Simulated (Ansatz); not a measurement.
# C3H11NSSi: the cost of one run

Program: Ansatz 0.2.0. Level of theory: RKS PBE0/STO-3G. These are calculated values, not measurements.

### Step 1. The starting structure

Bond lengths (14 of 16 bonds, heavy atoms first): C1–C2 1.572 Å, C2–N3 1.465 Å, N3–C4 1.467 Å, C4–Si5 1.943 Å, C4–S6 1.822 Å, C1–H7 1.069 Å, C1–H8 1.079 Å, C1–H9 1.120 Å, C2–H10 1.074 Å, C2–H11 1.084 Å, N3–H12 1.079 Å, C4–H13 1.027 Å, Si5–H14 1.457 Å, Si5–H15 1.479 Å. Angles (14 of 28 angles, heavy atoms first): C1–C2–N3 110.2°, C2–N3–C4 112.3°, N3–C4–Si5 108.6°, N3–C4–S6 108.2°, Si5–C4–S6 105.9°, C1–C2–H10 110.2°, C1–C2–H11 107.6°, N3–C2–H10 109.0°, N3–C2–H11 110.3°, C2–C1–H7 110.3°, C2–C1–H8 107.0°, C2–C1–H9 105.9°, C2–N3–H12 106.9°, C4–N3–H12 102.8°.

Coordinates:

```xyz
17

C     0.9024   -2.4455   -0.3993
C     0.6475   -0.9244   -0.7059
N     0.2341   -0.2241    0.5122
C     0.1784    1.2301    0.3279
Si   -1.6007    1.7105   -0.2886
S     0.3713    2.0173    1.9602
H     1.6763   -2.5519    0.3299
H     1.1749   -2.9141   -1.3328
H    -0.0602   -2.8402    0.0160
H    -0.1219   -0.8188   -1.4480
H     1.5736   -0.5069   -1.0846
H     1.0318   -0.3436    1.2296
H     0.8281    1.6452   -0.3500
H    -1.9190    1.1163   -1.5801
H    -1.6998    3.1772   -0.4491
H    -2.6676    1.3352    0.6964
H    -0.5681    1.3373    2.6066
```

### Step 2. Relaxing end A

File input.yaml:

```yaml
crystal:
  periodic: [false, false, false]
  atoms:
    - { symbol: C, position_ang: [0.9024, -2.4455, -0.3993] }
    - { symbol: C, position_ang: [0.6475, -0.9244, -0.7059] }
    - { symbol: "N", position_ang: [0.2341, -0.2241, 0.5122] }
    - { symbol: C, position_ang: [0.1784, 1.2301, 0.3279] }
    - { symbol: Si, position_ang: [-1.6007, 1.7105, -0.2886] }
    - { symbol: S, position_ang: [0.3713, 2.0173, 1.9602] }
    - { symbol: H, position_ang: [1.6763, -2.5519, 0.3299] }
    - { symbol: H, position_ang: [1.1749, -2.9141, -1.3328] }
    - { symbol: H, position_ang: [-0.0602, -2.8402, 0.016] }
    - { symbol: H, position_ang: [-0.1219, -0.8188, -1.448] }
    - { symbol: H, position_ang: [1.5736, -0.5069, -1.0846] }
    - { symbol: H, position_ang: [1.0318, -0.3436, 1.2296] }
    - { symbol: H, position_ang: [0.8281, 1.6452, -0.35] }
    - { symbol: H, position_ang: [-1.919, 1.1163, -1.5801] }
    - { symbol: H, position_ang: [-1.6998, 3.1772, -0.4491] }
    - { symbol: H, position_ang: [-2.6676, 1.3352, 0.6964] }
    - { symbol: H, position_ang: [-0.5681, 1.3373, 2.6066] }
basis:
  gaussian: { orbitals: STO-3G }
hamiltonian:
  xc: pbe0
relax:
  f_tol: 0.015
  max_steps: 40
```

The run is started by

```
ansatz run input.yaml --threads 1 --pin off --max-ram 2048MiB --backend cpu --events-out ev --progress --plain --runs-dir out
```

What time and memory should one allow on 1 thread of Arm Neoverse V1, shared host?

About 44 s, with a peak of 0.16 GiB.
